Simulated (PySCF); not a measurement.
# How the numerical set-up moves the result for CaS⁻

Aim: see how much the energy and properties of CaS⁻ depend on the numerical set-up.

Program: PySCF 2.14.0. Level of theory: each script names its method and basis. These are calculated values, not measurements.

5 further runs of the same task are left out: 5 that didn't finish.

## 1. Starting geometry

CaS⁻: 2 atoms, charge -1, spin multiplicity 2.

Bond lengths: Ca1–S2 2.612 Å.

## 2. The run that the others are compared with

input.py reads:

```python
from pyscf import gto, dft

mol = gto.M(
    atom='Ca 0 0 0; S 0 0 2.612',
    basis='def2-svpd',
    charge=-1,
    spin=1,
    symmetry=True,
    verbose=4,
)
mf = dft.UKS(mol, xc='b3lyp5')
mf.kernel()
g = mf.nuc_grad_method()
g.grid_response = True
g.kernel()
mf.dip_moment()
print('orbital energies (hartree):', [e[max(0, n-3):n+3].round(4) for e, n in zip(mf.mo_energy, mol.nelec)])
```

Run with:

```
$ OMP_NUM_THREADS=1 python input.py
```

The log of this run is left out.

Base result: E(SCF) = -1075.525035 Eh, 13 cycles, ⟨S²⟩ = 0.753, gradient on the second atom 0.0274 Eh/bohr.

The bond length is a typed value, not an optimised one. The dipole of an ion depends on the origin.

## 3. 6-31g*

Run 1 changes basis set: def2-svpd → 6-31g*.

input.py reads:

```python
from pyscf import gto, dft

mol = gto.M(
    atom='Ca 0 0 0; S 0 0 2.612',
    basis='6-31g*',
    charge=-1,
    spin=1,
    symmetry=True,
    verbose=4,
)
mf = dft.UKS(mol, xc='b3lyp5')
mf.kernel()
g = mf.nuc_grad_method()
g.grid_response = True
g.kernel()
mf.dip_moment()
print('orbital energies (hartree):', [e[max(0, n-3):n+3].round(4) for e, n in zip(mf.mo_energy, mol.nelec)])
```

Run with:

```
$ OMP_NUM_THREADS=1 python input.py
```

## 4. Integration grid (50, 194)

Run 2 changes integration grid: default → (50, 194).

input.py, as its differences from that of step 2:

```diff
@@ -11,2 +11,3 @@
 mf = dft.UKS(mol, xc='b3lyp5')
+mf.grids.atom_grid = (50, 194)
 mf.kernel()
```

## 5. 3-21g

Run 3 changes basis set: def2-svpd → 3-21g.

input.py, as its differences from that of step 2:

```diff
@@ -4,3 +4,3 @@
     atom='Ca 0 0 0; S 0 0 2.612',
-    basis='def2-svpd',
+    basis='3-21g',
     charge=-1,
```

Q: Predict the outcome of this session. Wanted: for each run, E(SCF); from base; gap, α spin.

The runs gave:

```csv
run,E(SCF) (hartree),from base (eV),cycles,"gap, α spin (eV)",functions
base,-1075.525035,0,13,2.32,54
6-31g*,-1075.637588,-3.0627,13,2.72,40
"integration grid (50, 194)",-1075.525092,-0.0015,13,2.32,54
3-21g,-1070.371043,+140.2473,14,2.82,30
```

In words: Of the runs whose energies can be compared, “3-21g” moves the SCF energy most (+140.247 eV). 6-31g* (40 functions) gives an energy 3.06 eV lower than def2-svpd (54); size alone doesn't order basis sets of different families. 3-21g (30 functions) gives an energy 140.25 eV higher than def2-svpd (54).
